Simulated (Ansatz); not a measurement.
Working through the interaction energy of a dimer with the counterpoise correction of CH₂FI, SMILES FCI

Program: Ansatz 0.2.0, Python API.

The cells in order, each with its output:

**Cell 1**
```python
import ansatz as az
```

**Cell 2**
```python
FIRST = [
    ("F", (1.169, 0.6931, -0.1802)),
    ("C", (0.083, -0.0984, 0.1056)),
    ("I", (-1.669, 0.6097, -0.875)),
    ("H", (0.4399, -1.0893, -0.2267)),
    ("H", (-0.0229, -0.1152, 1.1764)),
]
SECOND = [
    ("F", (3.8955, -2.0593, 1.5732)),
    ("C", (3.2868, -0.8341, 1.6989)),
    ("I", (4.7154, 0.7078, 2.0366)),
    ("H", (2.7356, -0.7637, 0.7445)),
    ("H", (2.5729, -0.9165, 2.5)),
]
```

**Cell 3**
```python
def energy(atoms, ghosts=()):
    molecule = az.Crystal.molecule()
    for symbol, xyz in atoms:
        molecule = molecule.atom(symbol, xyz)
    calc = (
        molecule.calculation()
        .basis(gaussian="def2-SVPD")
        .functional("b3lyp")
    )
    deck = calc.input()
    if ghosts:
        deck = deck.set(az.key.basis.gaussian.ghost_atoms, [{"symbol": s, "position_ang": list(xyz)} for s, xyz in ghosts])
    return az.Session.from_dict(deck).plan().execute().report["free_energy_ev"]
```

**Cell 4**
```python
# monomers in their own basis and in the basis of the dimer
both = energy(FIRST + SECOND)
alone = energy(FIRST) + energy(SECOND)
ghosted = energy(FIRST, SECOND) + energy(SECOND, FIRST)
print(f"dimer {both:.6f} eV")
print(f"interaction, uncorrected   {(both - alone):8.3f} eV")
print(f"interaction, counterpoise  {(both - ghosted):8.3f} eV")
print(f"basis-set superposition    {(alone - ghosted):8.3f} eV")
```
Output:
```text
dimer -23773.626581 eV
interaction, uncorrected      0.028 eV
interaction, counterpoise     0.058 eV
basis-set superposition       0.031 eV
```

Uncorrected it is 0.028 eV, with the counterpoise correction 0.058 eV; the difference, 0.03 eV, is the superposition error. In this basis both values are repulsive.

These settings explore the input space; basis and method may be short of convergence. The dimer is a generated trial pose of unrelaxed monomers, not a minimum, so the figure is no binding energy, and the basis set is small. def2 sets replace the cores of elements past krypton by effective core potentials. b3lyp holds the VWN-RPA fit, as in Gaussian; the form of ORCA and Turbomole is b3lyp5. This level lacks the dispersion part of the attraction (electrostatics and induction are there), which can decide the sign where the interaction is weak. Run time: 32 s on 1 thread of Intel(R) Xeon(R) Platinum 8488C (Sapphire Rapids), with other jobs on the host, peak memory 0.58 GiB.

(Lines on the test bed's own set-up are left out of the output.)
